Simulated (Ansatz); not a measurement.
# HPbNO4 in Ansatz: the effect of pseudo set

Crystal: HPbNO4.

```xyz
7
Lattice="3.8540 0.1438 0.0901 -0.2532 5.5270 0.1647 -0.4820 -1.9272 5.7203" Properties=species:S:1:pos:R:3 pbc="T T T"
H    -0.0083    2.5983    3.2335
Pb    2.1473    2.6778    1.0046
N     2.8237    3.6046    5.7249
O    -0.4057   -0.9417    5.0623
O     2.7256   -0.0852    0.8025
O    -0.5912    2.3982    5.1009
O     0.1280    2.5704    2.2622
```

The cell was built by a generator and needn't be a form met in nature.

Alike in all runs:

* Program: Ansatz 0.2.0
* Task: single point
* Functional: PBE
* k mesh: 7 × 5 × 5
* Occupations: fermi-dirac, width 0.05 eV
* Spin: no spin polarisation

```csv
pseudo set,cutoff,gap on the mesh (eV),pressure (GPa),largest force (eV/Å)
Ansatz NC,1240 eV (not typed: the program's choice for these potentials),3.16,0.0,0.04
JTH PAW,1800 eV (not typed: the program's choice for these potentials),3.15,0.0,0.07
SPMS NC,1034 eV (not typed: the program's choice for these potentials),?,?,?
```

Q: What does the run with pseudo set SPMS NC give?

A: gap on the mesh 3.13 eV; pressure -0.1 GPa; largest force 0.17 eV/Å.

Caveats: odd divisions of the mesh miss points on the zone boundary, where band edges often lie, so the gap on the mesh can be too wide; spin-orbit coupling is left out, which as a rule narrows the gap of such compounds by several tenths of an eV.

A k mesh can miss the band edges.
